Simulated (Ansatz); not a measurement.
# Cl2FGeH3Si: a ladder of functionals and wavefunction methods

Aim: compute Cl2FGeH3Si with functionals from several rungs and with coupled cluster. The yardstick is the atomisation energy at the CCSD(T) limit.

Program: Ansatz 0.2.0, Gaussian basis. Level of theory: functionals in def2-TZVPP, the program's frozen cores in correlated methods. These are calculated values, not measurements.

Levels to be run: PBE-D4, r2SCAN-D4, PBE0-D4, B3LYP-D4, ωB97X-V, ωB97M-V, B2PLYP; CCSD(T)/def2-TZVPP; MP2/def2-QZVPP; extrapolation to the limit.

## (1) The relaxed structure

All runs share one geometry, relaxed beforehand with PBE0-D4 in a triple-zeta def2 set.

SMILES `F[SiH](Cl)[GeH2][Cl]`, 8 atoms, charge 0, spin multiplicity 1.

Atoms are counted from 1 here; the program's logs count them from 0.

Bond lengths: F1–Si2 1.592 Å, Si2–Cl3 2.045 Å, Si2–Ge4 2.383 Å, Si2–H6 1.478 Å, Ge4–Cl5 2.163 Å, Ge4–H7 1.535 Å, Ge4–H8 1.534 Å. Angles: F1–Si2–Cl3 108.4°, F1–Si2–Ge4 109.2°, F1–Si2–H6 108.1°, Cl3–Si2–Ge4 108.4°, Cl3–Si2–H6 108.5°, Ge4–Si2–H6 114.1°, Si2–Ge4–Cl5 105.9°, Si2–Ge4–H7 112.3°, Si2–Ge4–H8 113.1°, Cl5–Ge4–H7 106.9°, Cl5–Ge4–H8 107.3°, H7–Ge4–H8 110.9°.

## (2) PBE-D4 (GGA)

Contents of in.yaml:

```yaml
crystal:
  periodic: [false, false, false]
  atoms:
    - {symbol: F, position_ang: [-0.627207, 2.009785, 0.869345]}
    - {symbol: Si, position_ang: [-1.006830, 0.656150, 0.122868]}
    - {symbol: Cl, position_ang: [-2.377098, -0.345370, 1.262799]}
    - {symbol: Ge, position_ang: [0.941898, -0.700270, -0.076983]}
    - {symbol: Cl, position_ang: [2.248210, 0.335474, -1.454916]}
    - {symbol: H, position_ang: [-1.635215, 1.005101, -1.168898]}
    - {symbol: H, position_ang: [0.635560, -2.070131, -0.698373]}
    - {symbol: H, position_ang: [1.705681, -0.856240, 1.244358]}
basis:
  gaussian: {orbitals: def2-TZVPP}
hamiltonian: {xc: pbe, dispersion: d4}
output: {forces: true, orbitals: {seedname: orbitals}}
```

Command:

```sh
ansatz run in.yaml --threads 4 --pin off --events-out ev --progress --plain --max-ram 10444MiB
```

Output (excerpt; [...] marks lines left out):

```text
Functional definition: PBE
  name "PBE"
  cite "Perdew, Burke & Ernzerhof, Phys. Rev. Lett. 77, 3865 (1996) doi:10.1103/PhysRevLett.77.3865"
  parent pbe
[...]
1567 factors; their error is unknown
[...]
mean field -92188.03359245 eV, -3387.8477472290 hartree, gradient 2.3e-5 eV, S^2 0.000000; 0 other end points of the search recorded, 0 dependent functions left out
[...]
reference -92188.03363712 eV, -3387.8477488708 hartree; 46, 46 occupied and 201, 201 virtual orbitals, 1567 factors
Total energy: -92188.27793189 eV, -3387.8567265380 hartree
Atom 0 at    -0.627207     2.009785     0.869345 Å, force     0.169490     0.577234     0.297920 eV/Å
Atom 1 at    -1.006830     0.656150     0.122868 Å, force     0.015790    -0.380532    -0.270119 eV/Å
Atom 2 at    -2.377098    -0.345370     1.262799 Å, force    -0.215664    -0.164604     0.165283 eV/Å
Atom 3 at     0.941898    -0.700270    -0.076983 Å, force    -0.149860    -0.028467     0.090524 eV/Å
Atom 4 at     2.248210     0.335474    -1.454916 Å, force     0.195496     0.149255    -0.201134 eV/Å
Atom 5 at    -1.635215     1.005101    -1.168898 Å, force    -0.079361     0.043383    -0.172256 eV/Å
Atom 6 at     0.635560    -2.070131    -0.698373 Å, force    -0.028061    -0.168221    -0.066356 eV/Å
Atom 7 at     1.705681    -0.856240     1.244358 Å, force     0.092170    -0.028047     0.156137 eV/Å
Dipole moment:    -0.154266    -0.260799     0.031874 e Å
```

It took 2.4 s on 4 threads of Arm Neoverse V2, shared host; peak memory 0.38 GiB.

With the free atoms at this level, -92162.502 eV in sum, the atomisation energy is 594.4 kcal/mol. HOMO -7.07 eV, LUMO -1.93 eV.

## (3) r2SCAN-D4 (meta-GGA)

Edit in.yaml of step 2 so:

```diff
@@ -13,3 +13,3 @@
   gaussian: {orbitals: def2-TZVPP}
-hamiltonian: {xc: pbe, dispersion: d4}
+hamiltonian: {xc: r2scan, dispersion: d4}
 output: {forces: true, orbitals: {seedname: orbitals}}
```

Launched as before.

Output (excerpt; [...] marks lines left out):

```text
Functional definition: r2SCAN
  name "r2SCAN"
  cite "Furness, Kaplan, Ning, Perdew & Sun, J. Phys. Chem. Lett. 11, 8208 (2020) doi:10.1021/acs.jpclett.0c02405"
  cite "Furness, Kaplan, Ning, Perdew & Sun, J. Phys. Chem. Lett. 11, 9248 (2020) doi:10.1021/acs.jpclett.0c03077"
  parent r2scan
[...]
1567 factors; their error is unknown
[...]
mean field -92209.99743209 eV, -3388.6549034481 hartree, gradient 2.1e-5 eV, S^2 0.000000; 0 other end points of the search recorded, 0 dependent functions left out
[...]
reference -92209.99744386 eV, -3388.6549038809 hartree; 46, 46 occupied and 201, 201 virtual orbitals, 1567 factors
Total energy: -92210.05496374 eV, -3388.6570176972 hartree
Atom 0 at    -0.627207     2.009785     0.869345 Å, force     0.019349     0.043559     0.020006 eV/Å
Atom 1 at    -1.006830     0.656150     0.122868 Å, force     0.028333    -0.030776    -0.068015 eV/Å
Atom 2 at    -2.377098    -0.345370     1.262799 Å, force    -0.038667    -0.029622     0.034501 eV/Å
Atom 3 at     0.941898    -0.700270    -0.076983 Å, force    -0.073472    -0.030933     0.046912 eV/Å
Atom 4 at     2.248210     0.335474    -1.454916 Å, force     0.037494     0.020048    -0.029551 eV/Å
Atom 5 at    -1.635215     1.005101    -1.168898 Å, force     0.018403    -0.005367     0.016685 eV/Å
Atom 6 at     0.635560    -2.070131    -0.698373 Å, force     0.025801     0.037872     0.025939 eV/Å
Atom 7 at     1.705681    -0.856240     1.244358 Å, force    -0.017240    -0.004781    -0.046477 eV/Å
Dipole moment:    -0.162606    -0.269342     0.034961 e Å
```

Wall time 5.5 s (4 threads of Arm Neoverse V2, shared host); peak memory 0.41 GiB.

Atomisation energy: 596.8 kcal/mol (free atoms -92184.173 eV, run apart). HOMO -7.39 eV, LUMO -1.70 eV.

## (4) PBE0-D4 (hybrid)

Edit in.yaml of step 3 so:

```diff
@@ -13,3 +13,3 @@
   gaussian: {orbitals: def2-TZVPP}
-hamiltonian: {xc: r2scan, dispersion: d4}
-output: {forces: true, orbitals: {seedname: orbitals}}
+hamiltonian: {xc: pbe0, dispersion: d4}
+output: {orbitals: {seedname: orbitals}}
```

Same command.

Output:

```text
Functional definition: PBE0
  name "PBE0"
  cite "Adamo & Barone, J. Chem. Phys. 110, 6158 (1999) doi:10.1063/1.478522"
  cite "Perdew, Burke & Ernzerhof, Phys. Rev. Lett. 77, 3865 (1996) doi:10.1103/PhysRevLett.77.3865"
  parent pbe
  parameter a = 0.25
  parameter kappa = 0.804
  parameter beta = 0.06672455060314922
  exchange = (1 - a)*pbe_x(kappa = kappa, mu = beta*pi^2/3) + a*exact_x
  correlation = pbe_c(beta = beta)
1675 factors; their error is unknown
mean field evaluation 1: about -92190.2315 eV, gradient 3.6e1 eV
mean field evaluation 2: about -92188.0233 eV, gradient 5.5e1 eV
mean field evaluation 4: about -92192.0107 eV, gradient 1.6e0 eV
mean field evaluation 8: about -92192.3741 eV, gradient 3.4e-2 eV
mean field -92192.37411557 eV, -3388.0072585115 hartree, gradient 4.4e-5 eV, S^2 0.000000; 0 other end points of the search recorded, 0 dependent functions left out
reference -92192.37414902 eV, -3388.0072597410 hartree; 46, 46 occupied and 201, 201 virtual orbitals, 1675 factors
Total energy: -92192.58475892 eV, -3388.0149995120 hartree
```

Run time: 3.8 s. Hardware: 4 threads of Arm Neoverse V2, shared host; peak memory 0.99 GiB.

Atomisation energy: 587.5 kcal/mol (free atoms -92167.109 eV, run apart). HOMO -8.31 eV, LUMO -1.09 eV.

## (5) B3LYP-D4 (hybrid)

B3LYP here takes the VWN-RPA correlation.

Edit in.yaml of step 4 so:

```diff
@@ -13,3 +13,3 @@
   gaussian: {orbitals: def2-TZVPP}
-hamiltonian: {xc: pbe0, dispersion: d4}
-output: {orbitals: {seedname: orbitals}}
+hamiltonian: {xc: {name: B3LYP}, dispersion: d4}
+output: {forces: true, orbitals: {seedname: orbitals}}
```

Launched as before.

Output (excerpt; [...] marks lines left out):

```text
Functional definition: B3LYP
  name "B3LYP"
  cite "Stephens, Devlin, Chabalowski & Frisch, J. Phys. Chem. 98, 11623 (1994) doi:10.1021/j100096a001"
  cite "Becke, Phys. Rev. A 38, 3098 (1988) doi:10.1103/PhysRevA.38.3098"
  cite "Lee, Yang & Parr, Phys. Rev. B 37, 785 (1988) doi:10.1103/PhysRevB.37.785"
  cite "Vosko, Wilk & Nusair, Can. J. Phys. 58, 1200 (1980) doi:10.1139/p80-159"
[...]
1639 factors; their error is unknown
[...]
mean field -92216.25271290 eV, -3388.8847807779 hartree, gradient 5.5e-5 eV, S^2 0.000000; 0 other end points of the search recorded, 0 dependent functions left out
[...]
reference -92216.25301695 eV, -3388.8847919517 hartree; 46, 46 occupied and 201, 201 virtual orbitals, 1639 factors
Total energy: -92216.65290963 eV, -3388.8994877367 hartree
Atom 0 at    -0.627207     2.009785     0.869345 Å, force     0.057979     0.184567     0.093676 eV/Å
Atom 1 at    -1.006830     0.656150     0.122868 Å, force    -0.031308    -0.005045    -0.276280 eV/Å
Atom 2 at    -2.377098    -0.345370     1.262799 Å, force    -0.166667    -0.113875     0.133039 eV/Å
Atom 3 at     0.941898    -0.700270    -0.076983 Å, force    -0.117286    -0.171163     0.174247 eV/Å
Atom 4 at     2.248210     0.335474    -1.454916 Å, force     0.205289     0.152664    -0.209241 eV/Å
Atom 5 at    -1.635215     1.005101    -1.168898 Å, force     0.042652    -0.016424     0.070339 eV/Å
Atom 6 at     0.635560    -2.070131    -0.698373 Å, force     0.003197    -0.017825     0.003838 eV/Å
Atom 7 at     1.705681    -0.856240     1.244358 Å, force     0.006145    -0.012899     0.010382 eV/Å
Dipole moment:    -0.160838    -0.278232     0.024409 e Å
```

Run time: 6 s. Hardware: 4 threads of Arm Neoverse V2, shared host; peak memory 0.98 GiB.

Atomisation energy: 584.6 kcal/mol (free atoms -92191.302 eV, run apart). HOMO -8.10 eV, LUMO -1.27 eV.

## (6) ωB97X-V (range-separated)

Edit in.yaml of step 5 so:

```diff
@@ -13,3 +13,3 @@
   gaussian: {orbitals: def2-TZVPP}
-hamiltonian: {xc: {name: B3LYP}, dispersion: d4}
-output: {forces: true, orbitals: {seedname: orbitals}}
+hamiltonian: {xc: {name: wB97X-V}}
+output: {orbitals: {seedname: orbitals}}
```

Launched as before.

Output (excerpt; [...] marks lines left out):

```text
Functional definition: wB97X-V
  name "wB97X-V"
  cite "Mardirossian & Head-Gordon, Phys. Chem. Chem. Phys. 16, 9904 (2014) doi:10.1039/C3CP54374A"
  cite "Becke, J. Chem. Phys. 107, 8554 (1997) doi:10.1063/1.475007"
  cite "Vydrov & Van Voorhis, J. Chem. Phys. 133, 244103 (2010) doi:10.1063/1.3521275"
[...]
      + integral(e_c_pw_opposite_spin*poly(b97_u_opposite, cos0, cos1)) + vv10(b, c)
1633 factors; their error is unknown
283 factors; integrals over basis functions are off by at most 2.9e-5 eV
[...]
mean field -92202.63084534 eV, -3388.3841863782 hartree, gradient 5.1e-5 eV, S^2 0.000000; 0 other end points of the search recorded, 0 dependent functions left out
reference -92202.63084333 eV, -3388.3841863045 hartree; 46, 46 occupied and 201, 201 virtual orbitals, 1633 factors
Total energy: -92202.63084333 eV, -3388.3841863045 hartree
```

Wall time 9 s (4 threads of Arm Neoverse V2, shared host); peak memory 1.1 GiB.

Atomisation energy: 598.5 kcal/mol (free atoms -92176.676 eV, run apart). HOMO -10.58 eV, LUMO 1.01 eV.

## (7) ωB97M-V (range-separated)

Edit in.yaml of step 6 so:

```diff
@@ -13,3 +13,3 @@
   gaussian: {orbitals: def2-TZVPP}
-hamiltonian: {xc: {name: wB97X-V}}
-output: {orbitals: {seedname: orbitals}}
+hamiltonian: {xc: {name: wB97M-V}}
+output: {forces: true, orbitals: {seedname: orbitals}}
```

The command is unchanged.

Output (excerpt; [...] marks lines left out):

```text
Functional definition: wB97M-V
  name "wB97M-V"
  cite "Mardirossian & Head-Gordon, J. Chem. Phys. 144, 214110 (2016) doi:10.1063/1.4952647"
  cite "Becke, J. Chem. Phys. 107, 8554 (1997) doi:10.1063/1.475007"
  cite "Vydrov & Van Voorhis, J. Chem. Phys. 133, 244103 (2010) doi:10.1063/1.3521275"
  # Of w^i u^j: cxij and so on, Table III.
[...]
  gx(w, u) = 1 - cx + cx01*u + cx10*w
  gss(w, u) = css00 + css04*u^4 + css10*w + css20*w^2 + css43*w^4*u^3
  gos(w, u) = cos00 + cos10*w + (cos20 + cos21*u)*w^2 + (cos60 + cos61*u)*w^6
[...]
      + integral(e_c_pw_mod_opposite_spin*gos(b97_w_opposite, b97_u_opposite)) + vv10(b, c)
1630 factors; their error is unknown
283 factors; integrals over basis functions are off by at most 2.9e-5 eV
[...]
mean field -92207.97935302 eV, -3388.5807404104 hartree, gradient 1.5e-5 eV, S^2 0.000000; 0 other end points of the search recorded, 0 dependent functions left out
[...]
reference -92207.97940161 eV, -3388.5807421960 hartree; 46, 46 occupied and 201, 201 virtual orbitals, 1630 factors
Total energy: -92207.97940161 eV, -3388.5807421960 hartree
Atom 0 at    -0.627207     2.009785     0.869345 Å, force     0.040127     0.098742     0.065251 eV/Å
Atom 1 at    -1.006830     0.656150     0.122868 Å, force     0.002091    -0.106414    -0.271444 eV/Å
Atom 2 at    -2.377098    -0.345370     1.262799 Å, force    -0.016550    -0.019719     0.022801 eV/Å
Atom 3 at     0.941898    -0.700270    -0.076983 Å, force    -0.100932    -0.065931     0.105153 eV/Å
Atom 4 at     2.248210     0.335474    -1.454916 Å, force     0.021679     0.020767    -0.025358 eV/Å
Atom 5 at    -1.635215     1.005101    -1.168898 Å, force     0.086342    -0.048853     0.164118 eV/Å
Atom 6 at     0.635560    -2.070131    -0.698373 Å, force     0.027333     0.108683     0.049451 eV/Å
Atom 7 at     1.705681    -0.856240     1.244358 Å, force    -0.060089     0.012726    -0.109973 eV/Å
Dipole moment:    -0.162888    -0.279865     0.032401 e Å
```

Run time: 14 s. Hardware: 4 threads of Arm Neoverse V2, shared host; peak memory 1.2 GiB.

With the free atoms at this level, -92182.281 eV in sum, the atomisation energy is 592.6 kcal/mol. HOMO -10.36 eV, LUMO 0.81 eV.

## (8) B2PLYP (double hybrid)

Edit in.yaml of step 7 so:

```diff
@@ -13,3 +13,2 @@
   gaussian: {orbitals: def2-TZVPP}
-hamiltonian: {xc: {name: wB97M-V}}
-output: {forces: true, orbitals: {seedname: orbitals}}
+hamiltonian: {xc: {name: B2PLYP}}
```

Launched as before.

Output (excerpt; [...] marks lines left out):

```text
Functional definition: B2PLYP
  name "B2PLYP"
  cite "Grimme, J. Chem. Phys. 124, 034108 (2006) doi:10.1063/1.2148954"
  cite "Becke, Phys. Rev. A 38, 3098 (1988) doi:10.1103/PhysRevA.38.3098"
  cite "Lee, Yang & Parr, Phys. Rev. B 37, 785 (1988) doi:10.1103/PhysRevB.37.785"
[...]
1503 factors; integrals over basis functions are off by at most 9.4e-4 eV
[...]
mean field -92183.00965483 eV, -3387.6631209267 hartree, gradient 5.4e-6 eV, S^2 0.000000; 0 other end points of the search recorded, 0 dependent functions left out
25 core orbitals not correlated: weight in the atoms' cores, before any rotation towards them, 1.000 or more for the frozen orbitals, at most 0.000 for the correlated occupied ones
reference -92183.00984819 eV, -3387.6631280327 hartree; 21, 21 occupied and 201, 201 virtual orbitals, 1503 factors
second order -32.77698216 eV of doubles, -0.00000000 eV of singles
Total energy: -92191.85963337 eV, -3387.9883516396 hartree
```

Wall time 6 s (4 threads of Arm Neoverse V2, shared host); peak memory 0.7 GiB.

With the free atoms at this level, -92166.656 eV in sum, the atomisation energy is 581.2 kcal/mol.

## (9) Frontier levels by functional

Dipoles come from the runs that computed forces. Levels are read from the orbital files that the runs wrote:

```csv
functional,HOMO (eV),LUMO (eV),gap (eV),dipole (D)
PBE-D4,-7.07,-1.93,5.14,1.46
r2SCAN-D4,-7.39,-1.70,5.69,1.52
PBE0-D4,-8.31,-1.09,7.23,
B3LYP-D4,-8.10,-1.27,6.82,1.55
ωB97X-V,-10.58,1.01,11.59,
ωB97M-V,-10.36,0.81,11.17,1.56
```

## (10) CCSD(T) in def2-TZVPP

Edit in.yaml of step 8 so:

```diff
@@ -13,2 +13,2 @@
   gaussian: {orbitals: def2-TZVPP}
-hamiltonian: {xc: {name: B2PLYP}}
+correlation: {method: ccsd_t}
```

Same command.

Output (excerpt; [...] marks lines left out):

```text
Functional definition: HF
  name "HF"
  cite "Fock, Z. Phys. 61, 126 (1930) doi:10.1007/BF01340294"
  parent pbe
[...]
1503 factors; integrals over basis functions are off by at most 9.4e-4 eV
[...]
mean field -92103.41042210 eV, -3384.7379030784 hartree, gradient 3.8e-6 eV, S^2 0.000000; 0 other end points of the search recorded, 0 dependent functions left out
25 core orbitals not correlated: weight in the atoms' cores, before any rotation towards them, 1.000 or more for the frozen orbitals, at most 0.000 for the correlated occupied ones
reference -92103.41042210 eV, -3384.7379030784 hartree; 21, 21 occupied and 201, 201 virtual orbitals, 1503 factors
second order -27.07687724 eV of doubles, -0.00000000 eV of singles
cycle   1  -27.60505763 eV  change   -5.3e-1 eV  update   1.1e-1
[...]
cycle   8  -28.39232899 eV  change    2.6e-5 eV  update   4.6e-5
perturbative correction -1.06009699 eV, -0.0389578458 hartree
Total energy: -92132.86284808 eV, -3385.8202597696 hartree
```

Run time: 3.2 min. Hardware: 4 threads of Arm Neoverse V2, shared host; peak memory 4.8 GiB.

## (11) MP2 in def2-QZVPP

Edit in.yaml of step 10 so:

```diff
@@ -12,3 +12,3 @@
 basis:
-  gaussian: {orbitals: def2-TZVPP}
-correlation: {method: ccsd_t}
+  gaussian: {orbitals: "def2-QZVPP.json"}
+correlation: {method: mp2}
```

Launched as before.

Output:

```text
Functional definition: HF
  name "HF"
  cite "Fock, Z. Phys. 61, 126 (1930) doi:10.1007/BF01340294"
  parent pbe
  exchange = exact_x
  correlation = 0
2723 factors; integrals over basis functions are off by at most 7.4e-4 eV
mean field evaluation 1: about -92103.0251 eV, gradient 3.2e1 eV
mean field evaluation 2: about -92103.1786 eV, gradient 3.2e1 eV
mean field evaluation 4: about -92105.5906 eV, gradient 3.0e0 eV
mean field evaluation 8: about -92105.6340 eV, gradient 2.6e-1 eV
mean field -92105.63422637 eV, -3384.8196263779 hartree, gradient 2.2e-6 eV, S^2 0.000000; 0 other end points of the search recorded, 0 dependent functions left out
25 core orbitals not correlated: weight in the atoms' cores, before any rotation towards them, 1.000 or more for the frozen orbitals, at most 0.000 for the correlated occupied ones
reference -92105.63422637 eV, -3384.8196263779 hartree; 21, 21 occupied and 400, 400 virtual orbitals, 2723 factors
second order -36.26370617 eV of doubles, -0.00000000 eV of singles
Total energy: -92141.89793254 eV, -3386.1522929992 hartree
```

Wall time 21 s (4 threads of Arm Neoverse V2, shared host); peak memory 2.5 GiB.

The pieces so far (eV):

```csv
basis,HF,MP2 correlation,CCSD correlation,(T),total
def2-TZVPP,-92103.4104,-27.0769,-28.3923,-1.0601,-92132.8628
def2-QZVPP,-92105.6342,-36.2637,,,-92141.8979 (MP2)
```

The report of the def2-TZVPP run gives T1 = 0.0109.

## (12) From triple and quadruple zeta to the limit

This step is arithmetic on the last runs, with X = 3 and 4: exp(−7.88√X) for Hartree-Fock, X^−2.97 for correlation; only MP2 was run in the larger set, so CCSD(T) minus MP2 is added from the smaller one.

```csv
level,energy at the limit (eV)
HF,-92105.9405
MP2,-92149.0093
CCSD,-92150.3247
CCSD(T),-92151.3848
```

This is no true limit for total energies: MP2 correlation changes by a factor of 1.34 from triple to quadruple zeta (about 1.07 in light molecules), because outer-core shells are correlated in sets not made for them. Much of that cancels between molecule and atoms or ions.

## (13) Atomisation energies

Atomisation energy = energies of 1 F, 1 Si, 2 Cl, 1 Ge, 3 H (separate runs, same level) minus the molecule's; electronic only, no spin-orbit term.

Differences are taken before rounding.

```csv
method,rung,"atoms, summed (eV)",atomisation energy (kcal/mol),from CCSD(T)/CBS (kcal/mol),time
PBE-D4,GGA,-92162.502,594.4,-2.1,2.4 s
r2SCAN-D4,meta-GGA,-92184.173,596.8,+0.3,5.5 s
PBE0-D4,hybrid,-92167.109,587.5,-9.0,3.8 s
B3LYP-D4,hybrid,-92191.302,584.6,-11.9,6 s
ωB97X-V,range-separated,-92176.676,598.5,+2.0,9 s
ωB97M-V,range-separated,-92182.281,592.6,-3.9,14 s
B2PLYP,double hybrid,-92166.656,581.2,-15.3,6 s
HF/def2-TZVPP,wavefunction,-92084.332,440.0,-156.5,
MP2/def2-TZVPP,wavefunction,-92104.818,591.9,-4.6,
CCSD/def2-TZVPP,wavefunction,-92107.110,569.4,-27.1,
CCSD(T)/def2-TZVPP,wavefunction,-92107.757,579.0,-17.6,3.2 min
MP2/CBS,wavefunction,-92122.579,609.5,+13.0,
CCSD(T)/CBS,wavefunction,-92125.518,596.5,0,3.6 min
```

Among the levels timed on like hardware and quicker than the yardstick, those that no quicker one beats, quickest first: PBE-D4 (2.4 s, -2.1 kcal/mol); r2SCAN-D4 (5.5 s, +0.3 kcal/mol).

B2PLYP carry no dispersion term (for B3LYP, D4 adds 9.2 kcal/mol).

Times are those of the molecule's run; HF, MP2 and CCSD come out of the CCSD(T) runs, and the limit's time is the sum of the runs that it needs.

## (14) Outcome

| quantity | value |
| --- | --- |
| atomisation energy, CCSD(T)/CBS | 596.5 kcal/mol |
| functionals within 6.0 kcal/mol (1.0 %) | PBE-D4, r2SCAN-D4, ωB97X-V, ωB97M-V |
| farthest | B2PLYP (-15.3 kcal/mol) |
| mean size of error, hybrid | 10.5 kcal/mol |
| mean size of error, range-separated | 3.0 kcal/mol |
| gap, smallest and largest | 5.14 eV (PBE-D4), 11.59 eV (ωB97X-V) |
| T1 diagnostic | 0.0109 |
| triples share of the correlation energy | 3.6 % |

What this shows: PBE-D4 is off by -2.1 kcal/mol. Double hybrids carry the basis error of their MP2 part in triple zeta, and no dispersion term here, so their miss is partly the set-up's. Misses under about 6.0 kcal/mol are within the doubt on the reference itself, which lacks core-valence correlation, relativity and higher excitations, and its outer-core shells are covered unevenly. Hartree-Fock recovers 74 % of the binding; the rest is correlation. The gap grows from 5.1 to 11.6 eV across the functionals, mostly with the share of exact exchange. Correlated methods include outer-core shells of Ge, which these sets cover unevenly.

For cost: r2SCAN-D4 gets within 0.3 kcal/mol in 5.5 s, where CCSD(T)/CBS took 3.6 min; the quickest level in the cost chart, PBE-D4, takes 2.4 s and misses by 2.1 kcal/mol.
